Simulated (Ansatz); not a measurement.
**ClH4NOSn: small, medium and large basis sets**

One table from this session's results is given with a row withheld; the runs are named, their logs left out.

The runs use Ansatz 0.2.0, Gaussian basis; one geometry, several basis sets.

Levels to be run: PBE0-D4/def2-SVP; ωB97M-V/def2-SVP; PBE0-D4/def2-QZVPP; ωB97M-V/def2-QZVPP; the functionals' def2-TZVPP values are taken from earlier runs.

1 further run of the same task is left out (for a known fault of the program).

## Structure used throughout

An earlier PBE0-D4 in a triple-zeta def2 set relaxation fixed the geometry. Sn takes the def2 core potential; no spin-orbit term is included.

8 atoms, charge 0, spin multiplicity 1.

Atoms are counted from 1 here; the program's logs count them from 0.

Bond lengths: N1–Sn2 1.997 Å, N1–H5 1.011 Å, N1–H6 1.012 Å, Sn2–O3 1.948 Å, Sn2–Cl4 2.344 Å, Sn2–H7 1.696 Å, O3–H8 0.961 Å. Angles: Sn2–N1–H5 114.9°, Sn2–N1–H6 113.1°, H5–N1–H6 108.6°, N1–Sn2–O3 103.9°, N1–Sn2–Cl4 114.0°, N1–Sn2–H7 112.7°, O3–Sn2–Cl4 104.2°, O3–Sn2–H7 114.1°, Cl4–Sn2–H7 107.8°, Sn2–O3–H8 112.2°.

Coordinates:

```xyz
8
charge 0, multiplicity 1
N    -0.4337    1.5022    0.2329
Sn    0.1917   -0.3881    0.3798
O     1.4857   -0.5649   -1.0657
Cl   -1.4548   -1.9786   -0.1241
H    -1.1805    1.7544    0.8667
H    -0.7071    1.7580   -0.7073
H     0.8149   -0.7538    1.9138
H     1.3760   -1.3863   -1.5518
```

Set-up of the first run:

in.yaml

```yaml
crystal:
  periodic: [false, false, false]
  atoms:
    - {symbol: N, position_ang: [-0.433720, 1.502189, 0.232881]}
    - {symbol: Sn, position_ang: [0.191719, -0.388128, 0.379758]}
    - {symbol: O, position_ang: [1.485692, -0.564916, -1.065700]}
    - {symbol: Cl, position_ang: [-1.454762, -1.978603, -0.124134]}
    - {symbol: H, position_ang: [-1.180472, 1.754378, 0.866675]}
    - {symbol: H, position_ang: [-0.707142, 1.758012, -0.707333]}
    - {symbol: H, position_ang: [0.814936, -0.753815, 1.913798]}
    - {symbol: H, position_ang: [1.375951, -1.386318, -1.551845]}
basis:
  gaussian: {orbitals: def2-SVP}
hamiltonian: {xc: pbe0, dispersion: d4}
output: {orbitals: {seedname: orbitals}}
```

Run with:

```console
$ ansatz run in.yaml --threads 4 --pin off --events-out ev --progress --plain --max-ram 10444MiB
```

Among the steps run: PBE0-D4 in def2-SVP; ωB97M-V in def2-SVP; PBE0-D4 in def2-QZVPP; ωB97M-V in def2-QZVPP.

One table of the session follows, with a row left open; its other results are not shown here.

It belongs to the step «Density functionals: the series». 

| functional | basis | HOMO (eV) |
| --- | --- | --- |
| PBE0-D4 | def2-SVP | -7.71 |
| PBE0-D4 | def2-TZVPP | -7.97 |
| PBE0-D4 | def2-QZVPP | -8.02 |
| ωB97M-V | def2-SVP | -10.02 |
| ωB97M-V | def2-TZVPP | ? |
| ωB97M-V | def2-QZVPP | -10.37 |

Estimate the missing values for ωB97M-V, def2-TZVPP.

The run gave: HOMO (eV): -10.31. In the column «HOMO (eV)» it lies between ωB97M-V, def2-QZVPP (-10.37) and ωB97M-V, def2-SVP (-10.02).
